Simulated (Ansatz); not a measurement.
# BaFeO3: the cost of one run

Program: Ansatz 0.2.0. Level of theory: DFT PBEsol, scalar-relativistic, plane waves, PAW. These are calculated values, not measurements.

The COD entry's cell or inner coordinates are ideal or old and differ from later refinements, so a difference from it is no clean test against experiment.

2 further runs of the same task are left out: 2 that didn't finish.

## (1) The system as given

The structure is cubic, space group Pm-3m (No. 221). Conventional cell: a = 4.020 Å, b = 4.020 Å, c = 4.020 Å, α = 90.00°, β = 90.00°, γ = 90.00°. Ba (site symmetry m-3m) has 12 O at 2.84 Å as nearest neighbours. Around Fe (site symmetry m-3m) lie 6 O at 2.01 Å. Around O (site symmetry 4/mmm) lie 2 Fe at 2.01 Å and 4 Ba at 2.84 Å.

Structure file:

```
Ba Fe O
1.0
     4.02000    0.00000    0.00000
     0.00000    4.02000    0.00000
     0.00000    0.00000    4.02000
Ba Fe O
1 1 3
Direct
  0.00000 0.00000 0.00000
  0.50000 0.50000 0.50000
  0.50000 0.50000 0.00000
  0.00000 0.50000 0.50000
  0.50000 0.00000 0.50000
```

The structure comes from the Crystallography Open Database.

(A quick probe on a coarse mesh, which set the mesh and smearing, is not shown.)

## (3) Rough relaxation on the coarse mesh

input.yaml

```yaml
crystal:
  lattice:
    - [4.02, 0.0, 0.0]
    - [0.0, 4.02, 0.0]
    - [0.0, 0.0, 4.02]
  atoms:
    - { symbol: Ba, position: [0.0, 0.0, 0.0] }
    - { symbol: Fe, position: [0.5, 0.5, 0.5], spin: 3.15 }
    - { symbol: O, position: [0.5, 0.5, 0.0], spin: 0.16 }
    - { symbol: O, position: [0.0, 0.5, 0.5], spin: 0.16 }
    - { symbol: O, position: [0.5, 0.0, 0.5], spin: 0.16 }
basis:
  ecutwfc: 420
kpoints:
  mp_grid: { grid: [6, 6, 6] }
hamiltonian:
  xc: pbesol
scf:
  occupations: { method: gaussian, width: 0.1 }
output:
  forces: true
  stress: true
  eigenvalues: true
  populations: true
magnetization:
  spin_polarized: true
relax:
  adjacent_minimum: "off"
  f_tol: 0.05
  max_steps: 80
  cell: { stress_tol: 0.5 }
```

Started as:

```sh
> ansatz run input.yaml --threads 2 --pin off --max-ram 5120MiB --backend cpu --events-out ev --progress --plain --runs-dir out
```

**Question.** How long does this run take on 2 threads of Intel Xeon Platinum 8488C (Sapphire Rapids), shared host, and how much memory does it need?

About 16 s, with a peak of 0.47 GiB.
